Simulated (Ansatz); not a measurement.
Geometry optimisation, DFT PBEsol, scalar-relativistic, plane waves, PAW (Ansatz 0.2.0).

The input (input.yaml):

```yaml
crystal:
  lattice:
    - [0.0, 5.43, 5.43]
    - [5.43, 0.0, 5.43]
    - [5.43, 5.43, 0.0]
  atoms:
    - { symbol: Si, position: [0.0, 0.0, 0.0] }
    - { symbol: Si, position: [0.125, 0.125, 0.125] }
    - { symbol: Si, position: [0.0, 0.0, 0.5] }
    - { symbol: Si, position: [0.125, 0.125, 0.625] }
    - { symbol: Si, position: [0.0, 0.5, 0.0] }
    - { symbol: Si, position: [0.125, 0.625, 0.125] }
    - { symbol: Si, position: [0.0, 0.5, 0.5] }
    - { symbol: Si, position: [0.125, 0.625, 0.625] }
    - { symbol: Si, position: [0.5, 0.0, 0.0] }
    - { symbol: Si, position: [0.625, 0.125, 0.125] }
    - { symbol: Si, position: [0.5, 0.0, 0.5] }
    - { symbol: Si, position: [0.625, 0.125, 0.625] }
    - { symbol: Si, position: [0.5, 0.5, 0.0] }
    - { symbol: Si, position: [0.625, 0.625, 0.125] }
    - { symbol: Si, position: [0.5, 0.5, 0.5] }
    - { symbol: Si, position: [0.625, 0.625, 0.625] }
    - { symbol: B, position: [0.5633391, 0.8022763, 0.8173429], spin: 1.0 }
magnetization:
  spin_polarized: true
basis:
  ecutwfc: 420.0
kpoints:
  mp_grid: { grid: [2, 2, 2] }
hamiltonian:
  xc: pbesol
  pseudopotentials: { kind: paw, azcp: { folder: soft_1 } }
scf:
  occupations: { method: fermi_dirac, width: 0.02 }
  lower_state_search: "off"
relax:
  f_tol: 0.08
  max_steps: 25
  adjacent_minimum: "off"
```

Launched with:

```bash
$ ansatz run input.yaml --threads 1 --pin off --max-ram 3072MiB --backend cpu --events-out ev --progress --plain --runs-dir out
```

Where does it end, and by what steps?

The run converged. Limits of this set-up: PAW files made for another functional, a small cell, in which the defect meets its images. After 2 steps the energy has fallen by 0.151 eV; Si13 moved furthest, 0.06 Å.

```tsv
step	energy less start (eV)	largest force component (eV/Å)	accepted
0	0.0000	0.545	yes
1	-0.1424	0.146	yes
2	-0.1511	0.059	yes
```

```xyz
17
Lattice="0.0000 5.4300 5.4300 5.4300 0.0000 5.4300 5.4300 5.4300 0.0000" Properties=species:S:1:pos:R:3
Si -0.025 0.025 0.021
Si 1.364 1.354 1.345
Si 2.707 2.723 0.003
Si 4.076 4.066 1.345
Si 2.700 0.014 2.720
Si 4.084 1.347 4.054
Si 5.416 2.730 2.720
Si 6.811 4.049 4.046
Si 0.005 2.680 2.689
Si 1.331 4.099 4.101
Si 2.750 5.425 2.689
Si 4.045 6.815 4.077
Si 2.753 2.677 5.417
Si 4.041 4.082 6.827
Si 5.458 5.402 5.404
Si 6.778 6.819 6.827
B 8.800 7.491 7.430
```

Whether the end is a true minimum wasn't checked by a vibrational analysis.

Time of the run: 56 s on 1 thread of Intel(R) Xeon(R) Platinum 8175M CPU @ 2.50GHz (Skylake/Cascade Lake) (shared host), peak memory 0.68 GiB.
